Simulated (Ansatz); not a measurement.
HfIn4SiO6:

```
Hf In Si O
1.0
     5.27743    0.00000    0.00000
    -2.63872    4.57039    0.00000
     0.00000    0.00000   10.55905
Hf In Si O
1 4 1 6
Direct
  0.66667 0.33333 0.00000
  0.00000 0.00000 0.30446
  0.00000 0.00000 0.69554
  0.33333 0.66667 0.78919
  0.33333 0.66667 0.21081
  0.00000 0.00000 0.00000
  0.97300 0.70496 0.89972
  0.29504 0.02700 0.10028
  0.29504 0.26804 0.89972
  0.73196 0.70496 0.10028
  0.73196 0.02700 0.89972
  0.97300 0.26804 0.10028
```

The cell was built by a generator and needn't be a form met in nature.

| Property | Result |
| --- | --- |
| Program | Ansatz 0.2.0 |
| Task | relaxation of cell and atoms |
| Functional | PBE |
| Dispersion | D4 |
| Potentials or basis | all-electron PAW datasets made for the crystal |
| k mesh | 4 × 4 × 2 |
| Occupations | fermi-dirac, width 0.05 eV |
| Spin | no spin polarisation |

At the start: volume 21.22 Å³/atom.

Task: How do energy, volume and symmetry change on relaxing?

Result: Over 6 steps the energy falls by 4.5 meV/atom and the volume is 19.73 Å³/atom (-7.1 %); space group P312 (No. 149, to 0.05 Å).

Step by step:
```tsv
step	energy change (eV)	largest force (eV/Å)	volume (Å³)
1	0.0000	0.0976	254.68
2	-0.0331	0.1000	245.47
3	-0.0513	0.0777	235.93
4	-0.0541	0.0315	236.53
5	-0.0544	0.0066	236.71
6	-0.0543	0.0066	236.71
```

Final structure:
```yaml
crystal:
  lattice:
    - [5.22010, 0.00000, 0.00000]
    - [-2.61005, 4.52073, 0.00000]
    - [0.00000, 0.00000, 10.03058]
  atoms:
    - { symbol: Hf, position: [0.66667, 0.33333, 0.00000] }
    - { symbol: In, position: [0.00000, 0.00000, 0.32075] }
    - { symbol: In, position: [0.00000, 0.00000, 0.67925] }
    - { symbol: In, position: [0.33333, 0.66667, 0.77705] }
    - { symbol: In, position: [0.33333, 0.66667, 0.22295] }
    - { symbol: Si, position: [0.00000, 0.00000, 0.00000] }
    - { symbol: O, position: [0.97636, 0.70476, 0.89475] }
    - { symbol: O, position: [0.29524, 0.02364, 0.10525] }
    - { symbol: O, position: [0.29524, 0.27161, 0.89475] }
    - { symbol: O, position: [0.72839, 0.70476, 0.10525] }
    - { symbol: O, position: [0.72839, 0.02364, 0.89475] }
    - { symbol: O, position: [0.97636, 0.27161, 0.10525] }
```

Caveat: the k mesh is thin for a metal, which can move the energy by tens of meV per atom; pairwise dispersion overbinds metals, which lowers pressure and volume.
